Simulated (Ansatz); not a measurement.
# SnSe2: the cost of one run

Method: DFT PBE, scalar-relativistic, plane waves, PAW, in Ansatz 0.2.0.

The COD entry's cell or inner coordinates are ideal or old and differ from later refinements, so a difference from it is no clean test against experiment.

### Step 1. The system as given

The structure is trigonal, space group P-3m1 (No. 164). Conventional cell: a = 3.811 Å, b = 3.811 Å, c = 6.137 Å, α = 90.00°, β = 90.00°, γ = 120.00°. Around Sn (site symmetry -3m) lie 6 Se at 2.68 Å. Around Se (site symmetry 3m) lie 3 Sn at 2.68 Å.

Coordinates:

```
CELL_PARAMETERS angstrom
3.81100 0.00000 0.00000
-1.90550 3.30042 0.00000
0.00000 0.00000 6.13700
ATOMIC_POSITIONS crystal
Sn 0.00000 0.00000 0.00000
Se 0.33333 0.66667 0.25000
Se 0.66667 0.33333 0.75000
```

The cell is taken as given, not relaxed at this level.

### Step 2. The undisturbed cell

input.yaml

```yaml
crystal:
  lattice:
    - [3.8109987816, 0.0, 0.0]
    - [-1.9054993908, 3.3004217586, 0.0]
    - [0.0, 0.0, 6.137]
  atoms:
    - { symbol: Sn, position: [0.0, 0.0, 0.0] }
    - { symbol: Se, position: [0.3333333333, 0.6666666667, 0.25] }
    - { symbol: Se, position: [0.6666666667, 0.3333333333, 0.75] }
basis:
  ecutwfc: 420
kpoints:
  mp_grid: { grid: [12, 12, 6] }
hamiltonian:
  xc: pbe
scf:
  occupations: { method: gaussian, width: 0.05 }
output:
  forces: true
  stress: true
  eigenvalues: true
  write_density: true
  write_potential: true
  elf: true
  volumetric_format: npy
```

Launch:

```sh
> ansatz run input.yaml --threads 1 --pin off --max-ram 2560MiB --backend cpu --events-out ev --progress --plain --runs-dir out
```

Q: Estimate wall time and peak memory on 1 thread of Intel Xeon 6975P-C (Granite Rapids), shared host.

About 6.5 s, with a peak of 0.51 GiB.
